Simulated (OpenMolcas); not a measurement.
# AlSiNH6O (SMILES O[SiH2][NH][AlH2]) at 6 levels

Aim: a comparison of 6 runs (BHLYP/6-31G*, BLYP/6-31G*, M06-2X/6-31G*, SVWN5/6-31G*, MP2/6-31G*, CCSD(T)/6-31G*) of AlSiNH6O. 

The calculation is run with OpenMolcas 26.06.

1 further run of the same task is left out (set aside as unsound or not needed).

## (1) The structure to begin with

AlSiNH6O: 10 atoms, total charge 0, spin state singlet. As SMILES, `O[SiH2][NH][AlH2]`. The shape is that of a PBE0-D4/def2-TZVP optimisation. This is one conformer, not always the lowest.

Bond lengths: O1–Si2 1.650 Å, Si2–N3 1.711 Å, N3–Al4 1.785 Å, O1–H5 0.958 Å, Si2–H6 1.486 Å, Si2–H7 1.491 Å, N3–H8 1.013 Å, Al4–H9 1.580 Å, Al4–H10 1.583 Å. Some angles: O1–Si2–N3 109.6°, Si2–N3–Al4 128.8°, O1–Si2–H6 111.3°, O1–Si2–H7 107.7°, N3–Si2–H6 106.5°, N3–Si2–H7 112.1°, Si2–O1–H5 117.1°, Si2–N3–H8 114.7°, Al4–N3–H8 116.5°, N3–Al4–H9 118.3°.

## (2) Energy and forces at BHLYP/6-31G(d) (spherical functions) (run 1)

The input, run.inp:

```
&GATEWAY
 BASLIB=$CurrDir
 BASISSET
 O.6-31Gs....
 O1 -1.817400 -0.693800 -1.056500 angstrom
 End of Basis
 BASISSET
 Si.6-31Gs....
 Si2 -0.576600 0.373900 -0.851600 angstrom
 End of Basis
 BASISSET
 N.6-31Gs....
 N3 0.693300 -0.382300 0.009600 angstrom
 End of Basis
 BASISSET
 Al.6-31Gs....
 Al4 1.233300 -0.094800 1.686300 angstrom
 End of Basis
 BASISSET
 H.6-31Gs....
 H5 -2.399800 -0.547900 -1.803100 angstrom
 H6 -1.000200 1.543800 -0.039500 angstrom
 H7 -0.142800 0.831300 -2.203200 angstrom
 H8 1.159400 -1.127800 -0.493000 angstrom
 H9 0.508400 1.030600 2.525200 angstrom
 H10 2.425400 -0.984200 2.228700 angstrom
 End of Basis

&SEWARD
 GRIDINPUT
 Grid=UltraFine
 End of Grid

&SCF
 KSDFT=HYB_GGA_XC_BHANDHLYP
 THRESHOLDS=1e-10 1e-07 1e-07 1e-05
 PRORBITALS=1 2

&ALASKA
```

The basis set 6-31G* is read from a file made from the Basis Set Exchange's data (not shown).

Run with:

```
export MOLCAS_MEM=1860
pymolcas run.inp > run.log
```

Log:

```text
--- Start Module: gateway ---
[...]
--- Stop Module: gateway /rc=_RC_ALL_IS_WELL_ ---
[...]
      Basis functions           76
[...]
--- Start Module: scf ---
[...]
       Convergence after  13 Iterations
[...]
::    Total KS-DFT energy                            -665.4790152169
[...]
      Total spin, S                                     0.0000000000
[...]
      Total electronic charge=   48.000000
      Total            charge=   -0.000000
[...]
      Dipole Moment (debye):
      Origin of the operator (angstrom)=   -0.0183   -0.0857    0.0563
                   X=  9.0948E-02               Y= -6.3125E-02               Z= -1.4766E+00           Total=  1.4807E+00
      Quadrupole Moment (debye*angstrom):
[...]
--- Stop Module: scf /rc=_RC_ALL_IS_WELL_ ---
[...]
--- Start Module: alaska ---
[...]
 *              Molecular gradients               *
 **************************************************
  Irreducible representation: a
 ------------------------------------------------------------------------------------------
                              X                       Y                       Z
 ------------------------------------------------------------------------------------------
  O1                3.54636052670720E-03    1.20977493604890E-03    3.17668913675728E-03
  SI2               5.89749451197052E-04   -5.86851190869631E-03    7.96985890853641E-04
  N3               -3.00818917325341E-03    2.59607260099504E-03    2.38915591802080E-03
  AL4              -9.54594889090110E-04   -2.51429470183029E-04   -3.03614561245169E-03
  H5               -1.30422179022549E-03    4.50506984649490E-04   -2.11824696470408E-03
  H6               -1.63484374264078E-03    3.05188754628283E-03    2.88606301805494E-03
  H7                1.00975453624796E-03    8.61137587375715E-04   -3.33393167597507E-03
  H8                1.58333587848070E-03   -2.44191184721299E-03   -2.06986725687974E-03
[...]
--- Stop Module: alaska /rc=_RC_ALL_IS_WELL_ ---
[...]
```

It took 38 s on 1 thread of AMD EPYC 7R43 (Zen 3), shared host; peak memory 0.43 GiB.

## (3) Energy and gradient at BLYP/6-31G(d) (spherical functions) (run 2)

The input, test.inp:

```
&gateway
  baslib = $CurrDir
  coord
  10
  bohr
  O     -3.43438826    -1.31109199    -1.99649565
  Si    -1.08961608     0.70656860    -1.60929077
  N      1.31014712    -0.72244230     0.01814137
  Al     2.33059923    -0.17914604     3.18664516
  H     -4.53496475    -1.03538094    -3.40736518
  H     -1.89010407     2.91735919    -0.07464418
  H     -0.26985289     1.57092933    -4.16344460
  H      2.19094847    -2.13123312    -0.93163498
  H      0.96073676     1.94755174     4.77193641
  H      4.58334174    -1.85986845     4.21163261
  basis = 6-31Gs
  group = NoSym

&seward
  gridinput
  Grid=UltraFine
  End of Grid

&scf
  ksdft = BLYP
  thresholds = 1e-10 1e-07 1e-07 1e-05
  prorbitals = 1

&alaska
```

The basis set 6-31G* is read from a file made from the Basis Set Exchange's data (not shown).

Run with:

```
export MOLCAS_MEM=1860
pymolcas test.inp > test.log
```

Log:

```text
--- Start Module: gateway ---
[...]
--- Stop Module: gateway /rc=_RC_ALL_IS_WELL_ ---
[...]
      Basis functions           76
[...]
--- Start Module: scf ---
[...]
       Convergence after  15 Iterations
[...]
::    Total KS-DFT energy                            -665.4905873100
[...]
      Total spin, S                                     0.0000000000
[...]
      Total electronic charge=   48.000000
      Total            charge=   -0.000000
[...]
      Dipole Moment (debye):
      Origin of the operator (angstrom)=   -0.0183   -0.0857    0.0563
                   X= -8.5543E-02               Y= -2.4637E-01               Z= -1.6268E+00           Total=  1.6476E+00
      Quadrupole Moment (debye*angstrom):
[...]
--- Stop Module: scf /rc=_RC_ALL_IS_WELL_ ---
[...]
--- Start Module: alaska ---
[...]
 *              Molecular gradients               *
 **************************************************
  Irreducible representation: a
 ------------------------------------------------------------------------------------------
                              X                       Y                       Z
 ------------------------------------------------------------------------------------------
  O1                4.37229489561730E-03    1.65908254344149E-02   -1.14057415539343E-02
  SI2               1.97377745885974E-03   -1.60299943021105E-02    5.50516765954789E-03
  N3               -4.17775329418468E-03    8.93566327642148E-04   -2.13494432656958E-03
  AL4              -3.02837215344010E-03   -1.78497058062671E-03   -1.03876179257867E-02
  H5                1.08167525272163E-02   -2.59877404428177E-03    1.38720646646360E-02
  H6               -5.67284753813402E-04   -3.35169346899189E-03   -2.02987363758256E-03
  H7               -2.39713630026062E-03   -2.06232890818958E-03    3.91378711253321E-03
  H8               -5.62188289405174E-03    8.47210917732477E-03    5.37976847645316E-03
[...]
--- Stop Module: alaska /rc=_RC_ALL_IS_WELL_ ---
[...]
```

Run time: 64 s. Hardware: 1 thread of AMD EPYC 7R43 (Zen 3), shared host; peak memory 0.43 GiB.

Runs 3 to 5 aren't shown in full; the table further down has their settings and results.

## (4) A single-point energy at CCSD(T)/6-31G(d) (spherical functions) (run 6)

The input, calc.inp:

```
>>> EXPORT MOLCAS_PRINT=2
&GATEWAY
BasLib
$CurrDir
Coord
10
angstrom
O       -1.817400      -0.693800      -1.056500
Si      -0.576600       0.373900      -0.851600
N        0.693300      -0.382300       0.009600
Al       1.233300      -0.094800       1.686300
H       -2.399800      -0.547900      -1.803100
H       -1.000200       1.543800      -0.039500
H       -0.142800       0.831300      -2.203200
H        1.159400      -1.127800      -0.493000
H        0.508400       1.030600       2.525200
H        2.425400      -0.984200       2.228700
Basis
6-31Gs
Group
NoSym
&SEWARD
&SCF
Thresholds
1e-10 1e-07 1e-07 1e-05
PrOrbitals
0
&RASSCF
FileOrb
$Project.ScfOrb
Spin
1
Nactel
0 0 0
Inactive
24
Ras2
0
OutOrbitals
Canonical
OrbListing
NoCore
&MOTRA
JobIph
Frozen
12
&CCSDT
CCT
Triples
2
Iterations
80
Accuracy
1e-08
Extrapolation
5 4
```

The basis set 6-31G* is read from a file made from the Basis Set Exchange's data (not shown).

Run with:

```
export MOLCAS_MEM=1860
pymolcas calc.inp > calc.log
```

Log:

```text
--- Start Module: gateway ---
[...]
--- Stop Module: gateway /rc=_RC_ALL_IS_WELL_ ---
[...]
      Basis functions           76
[...]
       Convergence after  13 Iterations
[...]
::    Total SCF energy                               -663.7099589547
[...]
      Total spin, S                                     0.0000000000
[...]
      Number of active orbitals                  0
[...]
      Spin quantum number                      0.0
[...]
      Active orbitals                            0
[...]
      Number of CSFs                             1
[...]
      Number of root(s) required                 1
[...]
      Convergence after  4 iterations
[...]
      Natural orbitals and occupation numbers for root  1
      ************************************************************************************************************************
      *                                                    Final results                                                     *
      ************************************************************************************************************************
[...]
::    RASSCF root number  1 Total energy:   -663.70995895
[...]
      Total electronic charge=   48.000000
      Total            charge=   -0.000000
[...]
      Dipole Moment (debye):
      Origin of the operator (angstrom)=   -0.0183   -0.0857    0.0563
                   X=  1.5463E-01               Y=  1.3235E-02               Z= -1.4302E+00           Total=  1.4386E+00
      Quadrupole Moment (debye*angstrom):
[...]
--- Start Module: motra ---
[...]
      *** WARNING: Default frozen orbitals is overwritten by user input.
      *** Default values:   6
[...]
--- Stop Module: motra /rc=_RC_ALL_IS_WELL_ ---
--- Start Module: ccsdt ---
[...]
      Convergence after                    17  Iterations
      Total energy (diff) :    -664.21826124      -0.00000000
[...]
 METHOD                       : CCSD+T(CCSD)+<T3(1)WT1> = CCSD(T)
[...]
       CCSD     =      -664.2182612436795
[...]
--- Stop Module: ccsdt /rc=_RC_ALL_IS_WELL_ ---
[...]
```

Run time: 35 s. Hardware: 1 thread of AMD EPYC 7R43 (Zen 3), shared host; peak memory 0.43 GiB.

## (5) All runs side by side

| run | level | task | integration grid | energy (Eh) | dipole moment (D) of the reference | HOMO energy (eV) | LUMO energy (eV) | wall time |
| --- | --- | --- | --- | --- | --- | --- | --- | --- |
| 1 | BHLYP/6-31G* (spherical functions) | gradient | UltraFine | -665.479015 | 1.48 | -9.03 | -0.01 | 38 s |
| 2 | BLYP/6-31G* (spherical functions) | gradient | UltraFine | -665.490587 | 1.65 | -6.28 | -1.39 | 64 s |
| 3 | M06-2X/6-31G* (spherical functions) | gradient | UltraFine | -665.440093 | 1.53 | -9.11 | -0.19 | 41 s |
| 4 | SVWN5/6-31G* (spherical functions) | gradient | UltraFine | -662.294765 | 1.70 | -6.54 | -1.72 | 40 s |
| 5 | MP2/6-31G* (spherical functions) | energy | – | -664.180919 | 1.44 | -11.11 | 1.85 | 9 s |
| 6 | CCSD(T)/6-31G* (spherical functions) | energy | – | -664.229058 | 1.44 | -11.11 | 1.85 | 35 s |

## (6) Summary of results

```
                                           quantity          value
                                run 6: total energy  -664.22906 Eh
          run 6: dipole moment (mean-field density)         1.44 D
         run 6: HOMO energy (Hartree–Fock orbitals)      -11.11 eV
         run 6: LUMO energy (Hartree–Fock orbitals)        1.85 eV
       run 6: HOMO–LUMO gap (Hartree–Fock orbitals)       12.96 eV
run 6: correlation energy (12 core orbitals frozen)     -519.1 mEh
                              run 6: (T) correction     -10.80 mEh
```

Over runs 1, 2, 3, 4 the dipole moment (its size) runs from 1.48 D (BHLYP/6-31G*) to 1.70 D (SVWN5/6-31G*). Over runs 1, 2, 3, 4 the HOMO–LUMO gap runs from 4.82 eV (SVWN5/6-31G*) to 9.02 eV (BHLYP/6-31G*). Totals of different functionals can't be ranked against each other. All runs together took 3.8 min, the longest 64 s.
